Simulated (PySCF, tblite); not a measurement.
# C₆H₅F₂O radical: geometry, infrared bands and EPR parameters

What infrared bands and EPR parameters should C₆H₅F₂O radical (`OC1=C(F)[CH]CC(F)=C1`) show?

Programs: tblite 0.8.0 and PySCF 2.14.0, with density-fitted response routines of our own. Each step states its level of theory. These are calculated values for one molecule in the gas phase, unless marked as measured. Atoms are numbered from 0 throughout.

## 1. The starting structure

14 atoms, charge 0, multiplicity 2; geometry from: force field or distance geometry start.

Bonds of the start (Å): O0–C1 1.42, C1–C2 1.31, C2–F3 1.37, C2–C4 1.46, C4–C5 1.49, C5–C6 1.47, C6–F7 1.37, C6–C8 1.31, C8–C1 1.44, O0–H9 1.00, C4–H10 1.12, C5–H11 1.13, C5–H12 1.13, C8–H13 1.09.

## 2. Relaxing the molecule with GFN2-xTB

Job settings and geometry (Å):

```
{"job": {"kind": "relax", "xc": "GFN2-xTB", "basis": "xTB"}, "charge": 0, "multiplicity": 2}
O      2.608300     0.116900     0.521700
C      1.218700     0.035800     0.240900
C      0.573000    -1.104300     0.308000
F      1.331800    -2.195000     0.643000
C     -0.845400    -1.353400     0.061000
C     -1.600700    -0.129300    -0.312800
C     -0.795100     1.103700    -0.355200
F     -1.459100     2.260100    -0.682300
C      0.487600     1.226100    -0.105600
H      3.255600    -0.047700    -0.228200
H     -1.276700    -1.768600     1.010300
H     -2.481500     0.029500     0.380100
H     -2.023300    -0.357000    -1.340300
H      1.006000     2.182700    -0.162600
```

Run with:

```
$ OMP_NUM_THREADS=1 python probes_run.py task.json out
```

One launch serves the whole session: the jobs run in the order shown.

**Question.** This job is followed by: GFN2-xTB harmonic vibrations, gas phase; UKS B3LYP, pcH-1 on C F H O, non-relativistic, mean-field spin-orbit, GIAO. Predict these results of the whole session: strongest single infrared mode (GFN2-xTB); zero-point energy (GFN2-xTB); g(iso) (B3LYP); ⟨S²⟩; largest a(iso) (averaged by class); potential on the surface of density 0.002 e/bohr³, 1st and 99th percentile.

**Answer**, as computed:

| quantity | value |
| --- | --- |
| strongest single infrared mode (GFN2-xTB) | 1440 cm⁻¹, 243 km/mol |
| zero-point energy (GFN2-xTB) | 59.1 kcal/mol |
| g(iso) (B3LYP) | 2.00325 |
| ⟨S²⟩ | 0.781 (exact 0.75) |
| largest a(iso) (averaged by class) | 1H on H11, H12, 138.6 MHz |
| potential on the surface of density 0.002 e/bohr³, 1st and 99th percentile | -1.00 V and 2.16 V |

What this shows: Relaxing lowered the energy by 1.665 eV in 73 steps; the close pair that moved most is C2–C4, from 1.461 to 1.352 Å. All 36 modes are real, so the xTB geometry is a minimum. The strongest single mode, at 1440 cm⁻¹, is spread over many atoms; the largest shares are those of C1, C2. Unscaled tight-binding wavenumbers are off by several per cent, some by more. Its intensities can rank the bands wrongly. The largest spin populations lie on C1 (0.47 e), C4 (0.41 e), C6 (0.35 e). The isotropic g lies 0.9 ppt above the free-electron value. The conformer search found further structures of the same energy, which may be mirror or relabelled copies of this one.
